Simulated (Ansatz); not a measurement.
# ClGeH₄Sn radical: basis-set convergence

An exercise on one series of results from a longer session: the logs are not shown, and one member is left open.

Program: Ansatz 0.2.0, Gaussian basis. Level of theory: one geometry, several basis sets. These are calculated values, not measurements.

Levels to be run: PBE0-D4/def2-SVP; ωB97M-V/def2-SVP; PBE0-D4/def2-QZVPP; ωB97M-V/def2-QZVPP; the functionals' def2-TZVPP values are taken from earlier runs.

### The geometry

All runs share one geometry, relaxed beforehand with PBE0-D4 in a triple-zeta def2 set. Sn takes the def2 core potential; no spin-orbit term is included.

SMILES `[Cl][SnH][GeH3]`, 7 atoms, charge 0, spin multiplicity 2.

Atoms are counted from 1 here; the program's logs count them from 0.

Bond lengths: Cl1–Sn2 2.356 Å, Sn2–Ge3 2.633 Å, Sn2–H4 1.730 Å, Ge3–H5 1.537 Å, Ge3–H6 1.534 Å, Ge3–H7 1.537 Å. Angles: Cl1–Sn2–Ge3 104.1°, Cl1–Sn2–H4 102.9°, Ge3–Sn2–H4 114.1°, Sn2–Ge3–H5 109.9°, Sn2–Ge3–H6 108.2°, Sn2–Ge3–H7 109.1°, H5–Ge3–H6 110.1°, H5–Ge3–H7 109.9°, H6–Ge3–H7 109.7°.

Set-up of the first run:

Contents of in.yaml:

```yaml
crystal:
  periodic: [false, false, false]
  atoms:
    - {symbol: Cl, position_ang: [-2.597562, -1.374923, 0.079327]}
    - {symbol: Sn, position_ang: [-0.302276, -1.419699, 0.607518]}
    - {symbol: Ge, position_ang: [0.542471, 0.999893, 0.004264]}
    - {symbol: H, position_ang: [0.308054, -2.660953, -0.430809]}
    - {symbol: H, position_ang: [0.264142, 1.296685, -1.478020]}
    - {symbol: H, position_ang: [-0.205162, 2.002663, 0.891533]}
    - {symbol: H, position_ang: [2.051631, 1.088232, 0.280487]}
basis:
  gaussian: {orbitals: def2-SVP}
magnetization: {spin_polarized: true, initial_magnetization: 1}
hamiltonian: {xc: pbe0, dispersion: d4}
output: {orbitals: {seedname: orbitals}}
```

Steps of the session up to this table: PBE0-D4 in def2-SVP; ωB97M-V in def2-SVP; PBE0-D4 in def2-QZVPP; ωB97M-V in def2-QZVPP.

One of the session's tables, all rows but one given; the rest of the session is left out.

It belongs to the step «Functionals by basis». 

| functional | basis | HOMO (eV) | LUMO (eV) |
| --- | --- | --- | --- |
| PBE0-D4 | def2-SVP | ? | ? |
| PBE0-D4 | def2-TZVPP | -6.30 | -3.59 |
| PBE0-D4 | def2-QZVPP | -6.31 | -3.61 |
| ωB97M-V | def2-SVP | -8.09 | -1.78 |
| ωB97M-V | def2-TZVPP | -8.22 | -1.92 |
| ωB97M-V | def2-QZVPP | -8.24 | -1.96 |

Q: Estimate the row for PBE0-D4, def2-SVP from the others.

**Answer.** HOMO (eV): -6.20; LUMO (eV): -3.52. In the column «HOMO (eV)» it is the highest.
